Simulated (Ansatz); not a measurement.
# Cd: pressure up to the limit of the methods

Aim: compress Cd (bcc type) step by step, far beyond the usual range, and follow pressure and electronic structure. Methods of the runs shown: PAW. Its runs: cell relaxed at zero pressure (PAW); volume scaled by 1 (PAW); volume scaled by 0.92 (PAW); volume scaled by 0.84 (PAW); volume scaled by 0.76 (PAW); volume scaled by 0.68 (PAW and PAW (level accurate)); volume scaled by 0.6 (PAW); volume scaled by 0.52 (PAW); volume scaled by 0.45 (PAW and PAW (cutoff 600 eV)).

Method: DFT PBEsol, with the methods named in each step, in Ansatz 0.2.0.

## 1. The starting structure

It takes space group Im-3m (No. 229, cubic). Conventional cell: a = 3.490 Å, b = 3.490 Å, c = 3.490 Å, α = 90.00°, β = 90.00°, γ = 90.00°. Cd (site symmetry m-3m) has 8 Cd at 3.02 Å in its first shell of neighbours.

Coordinates:

```cif
data_structure
_symmetry_space_group_name_H-M 'Im-3m'
_symmetry_Int_Tables_number 229
_cell_length_a 3.4898
_cell_length_b 3.4898
_cell_length_c 3.4898
_cell_angle_alpha 90.000
_cell_angle_beta 90.000
_cell_angle_gamma 90.000
_cell_volume 42.50
loop_
_atom_site_label
_atom_site_type_symbol
_atom_site_symmetry_multiplicity
_atom_site_Wyckoff_symbol
_atom_site_fract_x
_atom_site_fract_y
_atom_site_fract_z
_atom_site_occupancy
Cd1 Cd 2 a 0.00000 0.00000 0.00000 1
```

The file gives the conventional cell by its symmetry; the runs use the cell typed in the input.

Whether this phase is the stable one at these pressures isn't tested.

## 2. Cell relaxed at zero pressure, PAW

The input, input.yaml:

```yaml
crystal:
  lattice:
    - [-1.7448830117, 1.7448830117, 1.7448830117]
    - [1.7448830117, -1.7448830117, 1.7448830117]
    - [1.7448830117, 1.7448830117, -1.7448830117]
  atoms:
    - { symbol: Cd, position: [0.0, 0.0, 0.0] }
kpoints:
  mp_grid: { grid: [15, 15, 15] }
scf:
  occupations: { method: fermi_dirac, width: 0.1 }
hamiltonian:
  xc: pbesol
  pseudopotentials: { kind: paw }
output:
  forces: true
  stress: true
relax:
  f_tol: 0.005
  max_steps: 40
  cell: {}
```

On the command line:

```
> ansatz run input.yaml --threads 1 --pin off --max-ram 2048MiB --backend cpu --events-out ev --progress --plain --runs-dir out
```

Further steps of the session: Volume scaled by 1, PAW; Volume scaled by 0.92, PAW; Volume scaled by 0.84, PAW; Volume scaled by 0.76, PAW; Volume scaled by 0.68, PAW; Volume scaled by 0.68, PAW (level accurate); Volume scaled by 0.6, PAW; Volume scaled by 0.52, PAW; Volume scaled by 0.45, PAW; Volume scaled by 0.45, PAW (cutoff 600 eV).

Before running it: what results should come out? Wanted: PAW pressure at 0.45 of the volume; fitted bulk modulus at zero pressure.

As calculated:

```
                                          quantity      value
                PAW pressure at 0.45 of the volume  393.9 GPa
PAW (cutoff 600 eV) pressure at 0.45 of the volume  393.8 GPa
        fitted bulk modulus at zero pressure (PAW)     56 GPa
                           its pressure derivative       5.52
```

In words: By PAW the pressure climbs to 394 GPa at 0.45 of the first volume. A third-order Birch-Murnaghan curve fits the range only roughly (B₀ = 56 GPa, B′ = 5.52, misfit at most 1.56 GPa). A fit over so wide a range leans to the high pressures, so B₀ can be off by several per cent. No all-electron run checks these rows here, and frozen cores can fail under such compression. The ions are at rest, and the electrons smeared by 0.1 eV.

At pressures up to 394 GPa the PAW spheres may overlap and frozen cores may not hold, so those PAW values are rough without an all-electron check.
